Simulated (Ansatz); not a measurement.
# SiH4O3 (SMILES O[SiH](O)O): a chain of runs

Wanted: a series of 18 runs (HF/STO-3G, UHF/STO-3G, HF/3-21G, UHF/3-21G, HF/6-31G*, UHF/6-31G*, B3LYP/6-31G*, PBE/def2-SVP, and more) of H4O3Si. 

Program for the calculation: Ansatz 0.2.0.

### 1 The system as given

The species is SiH4O3 (8 atoms), meant as a singlet with charge 0. As SMILES, `O[SiH](O)O`. The coordinates come from a PBE0-D4/def2-TZVP relaxation. This is one conformer, not always the lowest. The run starts from this shape.

Bond lengths: O1–Si2 1.630 Å, Si2–O3 1.641 Å, Si2–O4 1.633 Å, O1–H5 0.959 Å, Si2–H6 1.476 Å, O3–H7 0.958 Å, O4–H8 0.958 Å. Angles: O1–Si2–O3 114.4°, O1–Si2–O4 109.0°, O3–Si2–O4 105.0°, O1–Si2–H6 104.5°, O3–Si2–H6 110.6°, O4–Si2–H6 113.5°, Si2–O1–H5 117.6°, Si2–O3–H7 117.9°, Si2–O4–H8 116.6°.

### 2 A geometry optimisation at HF/STO-3G (start density atoms) (run 1)

Input file in.yaml:

```yaml
crystal:
  periodic: [false, false, false]
  atoms:
    - {symbol: O, position_ang: [0.057900, 1.618800, -0.225000]}
    - {symbol: Si, position_ang: [-0.171600, 0.082600, 0.269200]}
    - {symbol: O, position_ang: [1.169300, -0.861100, 0.196500]}
    - {symbol: O, position_ang: [-1.250800, -0.639700, -0.721300]}
    - {symbol: H, position_ang: [0.176800, 1.769800, -1.164500]}
    - {symbol: H, position_ang: [-0.642800, 0.209400, 1.662000]}
    - {symbol: H, position_ang: [1.894900, -0.655000, 0.786800]}
    - {symbol: H, position_ang: [-1.141700, -1.581700, -0.859700]}
basis:
  gaussian: {orbitals: STO-3G}
hamiltonian: {xc: hf}
output: {orbitals: {seedname: orbitals}}
relax: {f_tol: 0.002}
```

On the command line:

```bash
$ ansatz run in.yaml --threads 1 --pin off --max-ram 3480MiB --events-out events.jsonl --progress --plain --runs-dir runs
```

Output:

```text
Warning: RAYON_NUM_THREADS=1 ignored (pool sized by the plan → 1); use --threads N
The last accepted step is kept in runs//last_step.txt (removed where the run ends without a failure and the disk answers)
[... 105 lines left out ...]
Total energy: -13864.27970641 eV, -509.5028816642 hartree
[... 8 lines left out ...]
Dipole moment:     0.273354    -0.066089    -0.011240 e Å
```

Run time: 6.6 s. Hardware: 1 thread of Arm Neoverse V2, shared host; peak memory 0.086 GiB.

The path in brief:

| step | energy from the first frame kept (eV) | largest force (eV/Å) |
| --- | --- | --- |
| 1 | 0.0000 | 2.0306 |
| 2 | -0.1429 | 0.9615 |
| 3 | -0.2085 | 0.4820 |
| 4 | -0.2243 | 0.1404 |
| 5 | -0.2252 | 0.0548 |
| 6 | -0.2259 | 0.0565 |
| 7 | -0.2267 | 0.4537 |
| 8 | -0.2325 | 0.0881 |
| 9 | -0.2322 | 0.2036 |
| 10 | -0.2333 | 0.0594 |
| 11 | -0.2342 | 0.0210 |
| 12 | -0.2343 | 0.0081 |
| 13 | -0.2343 | 0.0117 |
| 14 | -0.2343 | 0.0087 |
| 15 | -0.2343 | 0.0022 |

After the run. Bond lengths: O1–Si2 1.661 Å, Si2–O3 1.666 Å, Si2–O4 1.664 Å, O1–H5 0.983 Å, Si2–H6 1.421 Å, O3–H7 0.982 Å, O4–H8 0.983 Å. Angles: O1–Si2–O3 110.3°, O1–Si2–O4 111.2°, O3–Si2–O4 104.6°, O1–Si2–H6 106.2°, O3–Si2–H6 113.4°, O4–Si2–H6 111.1°, Si2–O1–H5 109.3°, Si2–O3–H7 109.7°, Si2–O4–H8 108.1°.

### 3 Vibrational wavenumbers at HF/STO-3G (start density atoms) (run 2)

Input file molecule.yaml:

```yaml
basis:
  gaussian: {orbitals: STO-3G}
crystal:
  periodic: [false, false, false]
  atoms:
    - {symbol: O, position_ang: [0.080858, 1.590898, -0.229773]}
    - {symbol: Si, position_ang: [-0.218152, 0.067709, 0.361153]}
    - {symbol: O, position_ang: [1.131100, -0.894085, 0.192481]}
    - {symbol: O, position_ang: [-1.396578, -0.702249, -0.525320]}
    - {symbol: H, position_ang: [0.218484, 1.540699, -1.202070]}
    - {symbol: H, position_ang: [-0.624470, 0.238984, 1.711881]}
    - {symbol: H, position_ang: [1.859047, -0.543965, 0.751518]}
    - {symbol: H, position_ang: [-0.958289, -1.354891, -1.115870]}
hamiltonian: {xc: hf}
phonons: {temperatures: {t_min: 298.15, t_max: 298.15, t_step: 1}}
total_charge: 0
```

On the command line:

```bash
$ ansatz run molecule.yaml --threads 1 --pin off --max-ram 3480MiB --events-out events.jsonl --progress --plain --runs-dir runs
```

Output:

```text
Warning: RAYON_NUM_THREADS=1 ignored (pool sized by the plan → 1); use --threads N
[... 263 lines left out ...]
Total energy: -13864.27968769 eV, -509.5028809763 hartree
[... 8 lines left out ...]
Dipole moment:     0.273355    -0.066089    -0.011241 e Å
Vibrations: 119.51 188.39 247.26 322.31 362.44 391.53 834.05 929.85 967.32 1021.09 1095.24 1265.65 1282.45 1314.84 2896.93 4272.49 4273.38 4283.26 cm⁻¹, zero-point energy 1.616010 eV
```

Wall time 14 s (1 thread of Arm Neoverse V2, shared host); peak memory 0.082 GiB.

Runs 3 to 16 aren't shown in full; the table further down has their settings and results.

### 4 A geometry optimisation at MP2/6-31G(d) (Cartesian functions, start density atoms) (run 17)

Input file run.yaml:

```yaml
crystal:
  periodic: [false, false, false]
  atoms:
    - symbol: O
      position_ang: [0.057900, 1.618800, -0.225000]
    - symbol: Si
      position_ang: [-0.171600, 0.082600, 0.269200]
    - symbol: O
      position_ang: [1.169300, -0.861100, 0.196500]
    - symbol: O
      position_ang: [-1.250800, -0.639700, -0.721300]
    - symbol: H
      position_ang: [0.176800, 1.769800, -1.164500]
    - symbol: H
      position_ang: [-0.642800, 0.209400, 1.662000]
    - symbol: H
      position_ang: [1.894900, -0.655000, 0.786800]
    - symbol: H
      position_ang: [-1.141700, -1.581700, -0.859700]
basis:
  gaussian:
    orbitals: "6-31G*"
total_charge: 0
correlation:
  method: mp2
relax:
  f_tol: 0.002
output:
  orbitals: {seedname: orbitals}
```

On the command line:

```bash
$ ansatz run run.yaml --threads 1 --pin off --max-ram 3480MiB --events-out events.jsonl --progress --plain --runs-dir runs
```

Output:

```text
Warning: RAYON_NUM_THREADS=1 ignored (pool sized by the plan → 1); use --threads N
[... 1 set-up line as earlier in the session ...]
[... 20 lines left out ...]
8 core orbitals not correlated: weight in the atoms' cores, before any rotation towards them, 1.000 or more for the frozen orbitals, at most 0.000 for the correlated occupied ones
[... 32 lines left out ...]
8 core orbitals not correlated: weight in the atoms' cores, before any rotation towards them, 1.000 or more for the frozen orbitals, at most 0.000 for the correlated occupied ones
[... 32 lines left out ...]
8 core orbitals not correlated: weight in the atoms' cores, before any rotation towards them, 1.000 or more for the frozen orbitals, at most 0.000 for the correlated occupied ones
[... 29 lines left out ...]
Dipole moment:     0.339042    -0.185986    -0.059016 e Å
Checks for a lower state left out: cluster_reference
```

It took 18 s on 1 thread of Arm Neoverse V2, shared host; peak memory 0.14 GiB.

Step by step:

| step | energy from the first frame kept (eV) | largest force (eV/Å) |
| --- | --- | --- |
| 1 | 0.0000 | 0.7839 |
| 2 | -0.0263 | 0.4475 |
| 3 | -0.0360 | 0.0785 |
| 4 | -0.0373 | 0.0614 |
| 5 | -0.0389 | 0.0488 |
| 6 | -0.0392 | 0.0242 |
| 7 | -0.0393 | 0.0267 |
| 8 | -0.0394 | 0.0152 |
| 9 | -0.0394 | 0.0051 |
| 10 | -0.0395 | 0.0051 |
| 11 | -0.0395 | 0.0020 |

After the run. Bond lengths: O1–Si2 1.654 Å, Si2–O3 1.665 Å, Si2–O4 1.656 Å, O1–H5 0.971 Å, Si2–H6 1.474 Å, O3–H7 0.969 Å, O4–H8 0.970 Å. Angles: O1–Si2–O3 114.6°, O1–Si2–O4 109.5°, O3–Si2–O4 103.8°, O1–Si2–H6 104.1°, O3–Si2–H6 111.1°, O4–Si2–H6 114.1°, Si2–O1–H5 115.2°, Si2–O3–H7 116.5°, Si2–O4–H8 114.0°.

### 5 Vibrational wavenumbers at MP2/6-31G(d) (Cartesian functions, start density atoms) (run 18)

Input file run.yaml:

```yaml
basis:
  gaussian:
    orbitals: "6-31G*"
crystal:
  periodic: [false, false, false]
  atoms:
    - {symbol: O, position_ang: [0.076191, 1.639814, -0.219856]}
    - {symbol: Si, position_ang: [-0.183958, 0.088913, 0.292675]}
    - {symbol: O, position_ang: [1.151532, -0.902354, 0.208265]}
    - {symbol: O, position_ang: [-1.285159, -0.644931, -0.702895]}
    - {symbol: H, position_ang: [0.147554, 1.751483, -1.181432]}
    - {symbol: H, position_ang: [-0.642022, 0.242910, 1.684868]}
    - {symbol: H, position_ang: [1.903062, -0.663589, 0.772260]}
    - {symbol: H, position_ang: [-1.075200, -1.569146, -0.909885]}
total_charge: 0
correlation:
  method: mp2
phonons:
  temperatures:
    t_min: 298.15
    t_max: 298.15
    t_step: 1
```

On the command line:

```bash
$ ansatz run run.yaml --threads 1 --pin off --max-ram 3480MiB --events-out events.jsonl --progress --plain --runs-dir runs
```

Output:

```text
Warning: RAYON_NUM_THREADS=1 ignored (pool sized by the plan → 1); use --threads N
[... 26 lines left out ...]
8 core orbitals not correlated: weight in the atoms' cores, before any rotation towards them, 1.000 or more for the frozen orbitals, at most 0.000 for the correlated occupied ones
[... 86 lines left out ...]
8 core orbitals not correlated: weight in the atoms' cores, before any rotation towards them, 1.000 or more for the frozen orbitals, at most 0.000 for the correlated occupied ones
[... 86 lines left out ...]
8 core orbitals not correlated: weight in the atoms' cores, before any rotation towards them, 1.000 or more for the frozen orbitals, at most 0.000 for the correlated occupied ones
[... 86 lines left out ...]
8 core orbitals not correlated: weight in the atoms' cores, before any rotation towards them, 1.000 or more for the frozen orbitals, at most 0.000 for the correlated occupied ones
[... 85 lines left out ...]
Dipole moment:     0.339042    -0.185987    -0.059016 e Å
[... 1 line left out ...]
Checks for a lower state left out: cluster_reference
```

It took 68 s on 1 thread of Arm Neoverse V2, shared host; peak memory 0.14 GiB.

### 6 Overview of the runs

| run | level | task | walk f tol | partner | energy (Eh) | dipole moment (D) | wall time |
| --- | --- | --- | --- | --- | --- | --- | --- |
| 1 | HF/STO-3G (start density atoms) | optimise | 0.002 | base | -509.502882 | 1.35 | 6.6 s |
| 2 | HF/STO-3G (start density atoms) | frequencies | – | base | -509.502881 | 1.35 | 14 s |
| 3 | UHF/STO-3G (start density atoms) | energy | – | cation | -509.242034 | – | 0.7 s |
| 4 | UHF/STO-3G (start density atoms) | optimise | – | cation | -509.289490 | – | 8.1 s |
| 5 | HF/3-21G (start density atoms) | optimise | 0.002 | base | -513.208662 | 2.22 | 5.1 s |
| 6 | HF/3-21G (start density atoms) | frequencies | – | base | -513.208662 | 2.22 | 12 s |
| 7 | UHF/3-21G (start density atoms) | energy | – | cation | -512.824950 | – | 2.2 s |
| 8 | UHF/3-21G (start density atoms) | optimise | – | cation | -512.876214 | – | 18 s |
| 9 | HF/6-31G* (Cartesian functions, start density atoms) | optimise | 0.002 | base | -515.968964 | 1.76 | 11 s |
| 10 | HF/6-31G* (Cartesian functions, start density atoms) | frequencies | – | base | -515.968964 | 1.76 | 33 s |
| 11 | UHF/6-31G* (Cartesian functions, start density atoms) | energy | – | cation | -515.566613 | – | 6.6 s |
| 12 | UHF/6-31G* (Cartesian functions, start density atoms) | optimise | – | cation | -515.615851 | – | 65 s |
| 13 | B3LYP/6-31G* (Cartesian functions, start density atoms) | optimise | 0.002 | base | -517.691539 | 1.79 | 27 s |
| 14 | B3LYP/6-31G* (Cartesian functions, start density atoms) | frequencies | – | base | -517.691539 | 1.79 | 71 s |
| 15 | PBE/def2-SVP (start density atoms) | optimise | 0.002 | base | -517.042156 | 1.72 | 19 s |
| 16 | PBE/def2-SVP (start density atoms) | frequencies | – | base | -517.042156 | 1.72 | 51 s |
| 17 | MP2/6-31G* (Cartesian functions, start density atoms) | optimise | 0.002 | base | -516.588461 | 1.88 | 18 s |
| 18 | MP2/6-31G* (Cartesian functions, start density atoms) | frequencies | – | base | -516.588462 | 1.88 | 68 s |

### 7 What came out

```
                                                                          quantity          value
                                                  run 18, MP2/6-31G*: total energy  -516.58846 Eh
                            run 18, MP2/6-31G*: dipole moment (correlated density)         1.88 D
                   run 18, MP2/6-31G*: correlation energy (8 core orbitals frozen)     -622.4 mEh
                                      run 18, MP2/6-31G*: largest force on an atom     0.002 eV/Å
                                    run 18, MP2/6-31G*: lowest harmonic wavenumber       154 cm⁻¹
                                   run 18, MP2/6-31G*: highest harmonic wavenumber      3839 cm⁻¹
                                             run 18, MP2/6-31G*: zero-point energy   136.7 kJ/mol
                     vertical ionisation energy (to the doublet cation), HF/STO-3G       7.098 eV
                      vertical ionisation energy (to the doublet cation), HF/3-21G      10.441 eV
                     vertical ionisation energy (to the doublet cation), HF/6-31G*      10.949 eV
adiabatic ionisation energy (to the doublet cation, no zero-point term), HF/STO-3G       5.807 eV
 adiabatic ionisation energy (to the doublet cation, no zero-point term), HF/3-21G       9.046 eV
adiabatic ionisation energy (to the doublet cation, no zero-point term), HF/6-31G*       9.609 eV
```

What this shows: At HF/STO-3G: the vertical ionisation energy comes to 7.10 eV (685 kJ/mol). In a minimal basis such a difference can be off by several eV, whatever the method. At HF/3-21G: removing an electron at fixed nuclei costs 10.44 eV (241 kcal/mol). At HF/6-31G*: the vertical ionisation energy comes to 10.95 eV (252 kcal/mol). At HF/STO-3G: the adiabatic ionisation energy (to the doublet cation, no zero-point term) is 5.81 eV (560 kJ/mol). At HF/3-21G: the adiabatic ionisation energy (to the doublet cation, no zero-point term) is 9.05 eV (873 kJ/mol). Totals of different functionals can't be ranked against each other. In runs 1, 2, 3, 4 the basis is minimal, so the values are rough. All runs together took 7.3 min, the longest 71 s.
